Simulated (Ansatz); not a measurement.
# As₄: one species, many methods

An exercise on one series of results from a longer session: the logs are not shown, and one member is left open.

Method: functionals in def2-TZVPP, the program's frozen cores in correlated methods; program: Ansatz 0.2.0, Gaussian basis.

The runs, in order: LDA (SPW92), PBE-D4, revPBE-D4, BLYP-D4, r2SCAN-D4, B97M-V, PBE0-D4, B3LYP-D4, r2SCANh-D4, r2SCAN0-D4, HSE06-D4, BHLYP-D4, CAM-B3LYP-D4, LC-ωPBE, ωB97X-V, ωB97M-V, B2PLYP, PBE-QIDH; CCSD(T)/def2-SVP; CCSD(T)/def2-TZVPP; MP2/def2-QZVPP; extrapolation to the limit; RPA on PBE.

**The geometry**

The geometry comes from an earlier relaxation with PBE0-D4 in a triple-zeta def2 set; it is a stationary point.

SMILES `[As]12[As]3[As]1[As]23`, 4 atoms, charge 0, spin multiplicity 1.

Atoms are counted from 1 here; the program's logs count them from 0.

Bond lengths: As1–As2 2.424 Å, As1–As3 2.424 Å, As1–As4 2.424 Å, As2–As3 2.424 Å, As2–As4 2.424 Å, As3–As4 2.424 Å. Angles: As2–As1–As3 60.0°, As2–As1–As4 60.0°, As3–As1–As4 60.0°, As1–As2–As3 60.0°, As1–As2–As4 60.0°, As3–As2–As4 60.0°, As1–As3–As2 60.0°, As1–As3–As4 60.0°, As2–As3–As4 60.0°, As1–As4–As2 60.0°, As1–As4–As3 60.0°, As2–As4–As3 60.0°.

The first run:

Contents of in.yaml:

```yaml
crystal:
  periodic: [false, false, false]
  atoms:
    - {symbol: As, position_ang: [0.408242, -1.037622, 0.980154]}
    - {symbol: As, position_ang: [-0.244983, 1.281232, 0.708840]}
    - {symbol: As, position_ang: [-1.243243, -0.430683, -0.687664]}
    - {symbol: As, position_ang: [1.079985, 0.187074, -1.001329]}
basis:
  gaussian: {orbitals: def2-TZVPP}
hamiltonian: {xc: lda}
output: {orbitals: {seedname: orbitals}}
```

Command:

```console
ansatz run in.yaml --threads 4 --pin off --events-out ev --progress --plain --max-ram 10444MiB
```

Among the steps run: LDA; PBE-D4 (GGA); revPBE-D4 (GGA); BLYP-D4 (GGA); r2SCAN-D4 (meta-GGA); B97M-V (meta-GGA); PBE0-D4 (hybrid); B3LYP-D4 (hybrid); r2SCANh-D4 (hybrid); r2SCAN0-D4 (hybrid); HSE06-D4 (hybrid); BHLYP-D4 (hybrid); CAM-B3LYP-D4 (range-separated); LC-ωPBE (range-separated); ωB97X-V (range-separated); ωB97M-V (range-separated); B2PLYP (double hybrid); PBE-QIDH (double hybrid).

One table of the session follows, with a row left open; its other results are not shown here.

It belongs to the step «Frontier levels by functional». 

| functional | HOMO (eV) | gap (eV) |
| --- | --- | --- |
| LDA (SPW92) | -6.23 | 4.31 |
| PBE-D4 | -6.05 | 4.34 |
| revPBE-D4 | -5.99 | 4.35 |
| BLYP-D4 | -5.81 | 4.27 |
| r2SCAN-D4 | -6.35 | 4.67 |
| B97M-V | -6.21 | 4.75 |
| PBE0-D4 | -7.00 | 6.00 |
| B3LYP-D4 | -6.73 | 5.59 |
| r2SCANh-D4 | -6.68 | 5.28 |
| r2SCAN0-D4 | -7.18 | 6.19 |
| HSE06-D4 | ? | ? |
| BHLYP-D4 | -7.70 | 7.58 |
| CAM-B3LYP-D4 | -8.05 | 8.07 |
| LC-ωPBE | -9.31 | 10.25 |
| ωB97X-V | -9.00 | 9.92 |
| ωB97M-V | -8.82 | 9.67 |

Estimate the missing values for HSE06-D4.

As computed: HOMO (eV): -6.62; gap (eV): 5.25. In the column «HOMO (eV)» it lies between r2SCANh-D4 (-6.68) and r2SCAN-D4 (-6.35).
